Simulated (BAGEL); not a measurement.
**One shape, several levels: singlet CH2GeN−**

Aim: a comparison of 5 runs (HF/STO-3G, HF/3-21G, HF/6-31G*, HF/def2-SVPD, RI-MP2/def2-SVPD) of singlet CH2GeN−. 

The results are computed with BAGEL 1.2.2.

21 further runs of the same task are left out: 3 that didn't finish, 18 set aside as unsound or not needed.

**1. The structure to begin with**

The species is CH2GeN− (5 atoms), meant as a singlet with charge -1. As SMILES of the parent species, `N#[C][GeH2]`. The coordinates come from a PBE0-D4/def2-TZVP relaxation. That shape belongs to the parent species and isn't relaxed for this state.

Bond lengths: N1–C2 1.154 Å, C2–Ge3 1.912 Å, Ge3–H4 1.534 Å, Ge3–H5 1.534 Å. Angles: N1–C2–Ge3 175.5°, C2–Ge3–H4 108.2°, C2–Ge3–H5 108.2°, H4–Ge3–H5 114.7°.

**2. The energy at HF/STO-3G (density fitting with qzvpp-jkfit) (run 1)**

hf.json reads:

```json
{ "bagel": [

{
  "title": "molecule",
  "basis": "sto-3g",
  "df_basis": "qzvpp-jkfit",
  "angstrom": true,
  "geometry": [
    { "atom": "N", "xyz": [    1.590700,   -1.029300,    1.293200 ] },
    { "atom": "C", "xyz": [    0.838400,   -0.535900,    0.570400 ] },
    { "atom": "Ge", "xyz": [   -0.315900,    0.241400,   -0.740100 ] },
    { "atom": "H", "xyz": [   -1.658900,   -0.498000,   -0.695900 ] },
    { "atom": "H", "xyz": [   -0.404300,    1.748400,   -0.468900 ] }
  ]
},
{
  "title": "hf",
  "charge": -1
},
{
  "title": "print",
  "file": "orbitals.molden",
  "orbitals": true
}

]}
```

Command:

```
$ BAGEL_NUM_THREADS=1 BAGEL hf.json > hf.out
```

What it wrote:

```text
* using 1 threads per process

  ===============================================================
  ===============================================================

  *** Geometry ***

  { "atom" : "N", "xyz" : [      3.005987,     -1.945095,      2.443794 ] },
  { "atom" : "C", "xyz" : [      1.584346,     -1.012704,      1.077900 ] },
  { "atom" : "Ge", "xyz" : [     -0.596964,      0.456180,     -1.398586 ] },
  { "atom" : "H", "xyz" : [     -3.134867,     -0.941084,     -1.315060 ] },
  { "atom" : "H", "xyz" : [     -0.764016,      3.303997,     -0.886093 ] },

  Number of auxiliary basis functions:      454

  Since a DF basis is specified, we compute 2- and 3-index integrals:
    o Being stored without compression. Storage requirement is 0.003 GB

  Number of basis functions:       30
  Number of electrons      :       47

    * METHOD: MOLECULE                             0.27

  *** RHF ***

  === Nuclear Repulsion ===
   137.5848711912

      * DIIS with orbital gradients will be used.

  === RHF iteration (sto-3g) ===
      0      -2143.81336243          0.01792362           0.02
      1      -2143.84346651          0.01603385           0.02
      2      -2143.88925272          0.00121351           0.02
[... 10 lines of this table left out ...]
     13      -2143.89031635          0.00000001           0.02
    * SCF iteration converged.

    * Permanent dipole moment:
           (    0.769365,    -0.437448,     0.075030) a.u.

    * METHOD: HF                                   0.45

    * METHOD: PRINT                                0.00

  ===============================================================
```

It took 0.97 s on 1 thread of Intel Xeon Platinum 8259CL at 2.50GHz (Skylake/Cascade Lake), shared host.

**3. The energy at HF/3-21G (density fitting with qzvpp-jkfit) (run 2)**

input.json reads:

```json
{ "bagel": [

{
  "title": "molecule",
  "basis": "3-21g",
  "df_basis": "qzvpp-jkfit",
  "angstrom": "true",
  "geometry": [
    { "atom": "N", "xyz": [    1.590700,   -1.029300,    1.293200 ] },
    { "atom": "C", "xyz": [    0.838400,   -0.535900,    0.570400 ] },
    { "atom": "Ge", "xyz": [   -0.315900,    0.241400,   -0.740100 ] },
    { "atom": "H", "xyz": [   -1.658900,   -0.498000,   -0.695900 ] },
    { "atom": "H", "xyz": [   -0.404300,    1.748400,   -0.468900 ] }
  ]
},
{ "title": "hf", "charge": -1 },
{ "title": "print", "file": "orbitals.molden", "orbitals": "true" }

]}
```

Command:

```
$ BAGEL_NUM_THREADS=1 BAGEL input.json > input.out
```

What it wrote:

```text
* using 1 threads per process

  ===============================================================
  ===============================================================

  *** Geometry ***

  { "atom" : "N", "xyz" : [      3.005987,     -1.945095,      2.443794 ] },
  { "atom" : "C", "xyz" : [      1.584346,     -1.012704,      1.077900 ] },
  { "atom" : "Ge", "xyz" : [     -0.596964,      0.456180,     -1.398586 ] },
  { "atom" : "H", "xyz" : [     -3.134867,     -0.941084,     -1.315060 ] },
  { "atom" : "H", "xyz" : [     -0.764016,      3.303997,     -0.886093 ] },

  Number of auxiliary basis functions:      454

  Since a DF basis is specified, we compute 2- and 3-index integrals:
    o Being stored without compression. Storage requirement is 0.007 GB

  Number of basis functions:       44
  Number of electrons      :       47

    * METHOD: MOLECULE                             0.18

  *** RHF ***

  === Nuclear Repulsion ===
   137.5848711912

      * DIIS with orbital gradients will be used.

  === RHF iteration (3-21g) ===
      0      -2158.13984709          0.02588830           0.05
      1      -2158.20665547          0.02259359           0.05
      2      -2158.27624181          0.00264780           0.04
[... 11 lines of this table left out ...]
     14      -2158.27892333          0.00000001           0.03
    * SCF iteration converged.

    * Permanent dipole moment:
           (    0.740269,    -0.408799,    -0.047360) a.u.

    * METHOD: HF                                   0.72

    * METHOD: PRINT                                0.01

  ===============================================================
```

Wall time 1.2 s (1 thread of Intel Xeon Platinum 8259CL at 2.50GHz (Skylake/Cascade Lake), shared host).

**4. A single-point energy at HF/6-31G(d) (density fitting with qzvpp-jkfit, spherical functions) (run 3)**

input.json reads:

```json
{ "bagel" : [

{
  "title" : "molecule",
  "basis" : "6-31gs.json",
  "df_basis" : "qzvpp-jkfit",
  "angstrom" : "true",
  "geometry" : [
    { "atom" : "N", "xyz" : [       1.590700,      -1.029300,       1.293200 ] },
    { "atom" : "C", "xyz" : [       0.838400,      -0.535900,       0.570400 ] },
    { "atom" : "Ge", "xyz" : [      -0.315900,       0.241400,      -0.740100 ] },
    { "atom" : "H", "xyz" : [      -1.658900,      -0.498000,      -0.695900 ] },
    { "atom" : "H", "xyz" : [      -0.404300,       1.748400,      -0.468900 ] }
  ]
},

{ "title" : "hf", "charge" : -1 },

{ "title" : "print", "file" : "orbitals.molden", "orbitals" : "true" }

]}
```

The basis set 6-31G* is read from a file made from the Basis Set Exchange's data (not shown).

Command:

```
$ BAGEL_NUM_THREADS=1 BAGEL input.json > input.out
```

What it wrote:

```text
* using 1 threads per process

  ===============================================================
  ===============================================================

  *** Geometry ***

  { "atom" : "N", "xyz" : [      3.005987,     -1.945095,      2.443794 ] },
  { "atom" : "C", "xyz" : [      1.584346,     -1.012704,      1.077900 ] },
  { "atom" : "Ge", "xyz" : [     -0.596964,      0.456180,     -1.398586 ] },
  { "atom" : "H", "xyz" : [     -3.134867,     -0.941084,     -1.315060 ] },
  { "atom" : "H", "xyz" : [     -0.764016,      3.303997,     -0.886093 ] },

  Number of auxiliary basis functions:      454

  Since a DF basis is specified, we compute 2- and 3-index integrals:
    o Being stored without compression. Storage requirement is 0.015 GB

  Number of basis functions:       64
  Number of electrons      :       47

    * METHOD: MOLECULE                             0.27

  *** RHF ***

  === Nuclear Repulsion ===
   137.5848711912

      * DIIS with orbital gradients will be used.

  === RHF iteration (6-31gs.json) ===
      0      -2168.33934499          0.02193331           0.06
      1      -2168.43903247          0.01894967           0.05
      2      -2168.53389166          0.00264250           0.05
[... 13 lines of this table left out ...]
     16      -2168.53775461          0.00000001           0.05
    * SCF iteration converged.

    * Permanent dipole moment:
           (    0.844665,    -0.479573,     0.075877) a.u.

    * METHOD: HF                                   1.16

    * METHOD: PRINT                                0.01

  ===============================================================
```

Run time: 1.7 s. Hardware: 1 thread of Intel Xeon Platinum 8259CL at 2.50GHz (Skylake/Cascade Lake), shared host; peak memory 0.092 GiB.

Run 4 isn't shown in full; the table further down has it.

**5. The energy at RI-MP2/def2-SVPD (density fitting with qzvpp-jkfit) (run 5)**

job.json reads:

```json
{ "bagel" : [

{
  "title" : "molecule",
  "basis" : "def2-svpd.json",
  "df_basis" : "qzvpp-jkfit",
  "angstrom" : "true",
  "geometry" : [
    { "atom" : "N", "xyz" : [       1.590700,      -1.029300,       1.293200 ] },
    { "atom" : "C", "xyz" : [       0.838400,      -0.535900,       0.570400 ] },
    { "atom" : "Ge", "xyz" : [      -0.315900,       0.241400,      -0.740100 ] },
    { "atom" : "H", "xyz" : [      -1.658900,      -0.498000,      -0.695900 ] },
    { "atom" : "H", "xyz" : [      -0.404300,       1.748400,      -0.468900 ] }
  ]
},

{
  "title" : "hf",
  "charge" : -1
},

{
  "title" : "mp2",
  "charge" : -1,
  "ncore" : 11
}

]}
```

The basis set def2-SVPD is read from a file made from the Basis Set Exchange's data (not shown).

Command:

```
$ BAGEL_NUM_THREADS=1 BAGEL job.json > job.out
```

What it wrote:

```text
* using 1 threads per process

  ===============================================================
  ===============================================================

  *** Geometry ***

[... 29 lines left out ...]
    * SCF iteration converged.
[... 1 line left out ...]
    * Permanent dipole moment:
[... 2 lines left out ...]
    * METHOD: HF                                   1.79

  *** RHF ***

  === Nuclear Repulsion ===
   137.5848711912

      * DIIS with orbital gradients will be used.

  === RHF iteration (def2-svpd.json) ===
      0      -2168.50092482          0.00000000           0.09
    * SCF iteration converged.

    * Permanent dipole moment:
           (    0.798608,    -0.460175,     0.138535) a.u.

  === DF-MP2 calculation ===

    * freezing 11 orbitals
    * 3-index integral transformation done
    * assembly done

      MP2 correlation energy:   -0.5353122472      0.05

      MP2 total energy:       -2169.0362370626

    * METHOD: MP2                                  0.28

  ===============================================================
```

Run time: 2.6 s. Hardware: 1 thread of Intel Xeon Platinum 8259CL at 2.50GHz (Skylake/Cascade Lake), shared host; peak memory 0.12 GiB.

**6. Overview of the runs**

| run | level | frozen core orbitals | energy (Eh) | HOMO energy (eV) | LUMO energy (eV) | HOMO–LUMO gap (eV) | wall time |
| --- | --- | --- | --- | --- | --- | --- | --- |
| 1 | HF/STO-3G (density fitting with qzvpp-jkfit) | – | -2143.890316 | 3.00 | 16.53 | 13.53 | 0.97 s |
| 2 | HF/3-21G (density fitting with qzvpp-jkfit) | – | -2158.278923 | -1.19 | 9.73 | 10.91 | 1.2 s |
| 3 | HF/6-31G* (density fitting with qzvpp-jkfit, spherical functions) | – | -2168.537755 | -1.52 | 8.75 | 10.27 | 1.7 s |
| 4 | HF/def2-SVPD (density fitting with qzvpp-jkfit) | – | -2168.500925 | -1.66 | 6.16 | 7.82 | 2.4 s |
| 5 | RI-MP2/def2-SVPD (density fitting with qzvpp-jkfit) | 11 | -2169.036237 | – | – | – | 2.6 s |

**7. Summary of results**

| quantity | value |
| --- | --- |
| run 5: total energy | -2169.03624 Eh |
| run 5: correlation energy (11 core orbitals frozen) | -535.3 mEh |

What this shows: Over runs 1, 2, 3, 4 the HOMO–LUMO gap runs from 7.82 eV (HF/def2-SVPD) to 13.53 eV (HF/STO-3G). The empty levels of an anion lie above zero and hang on the basis. In run 1 the HOMO lies above zero, so the outermost electron may be held by the basis alone. In run 1 the basis is minimal, so the values are rough. All runs together took 8.8 s, the longest 2.6 s.
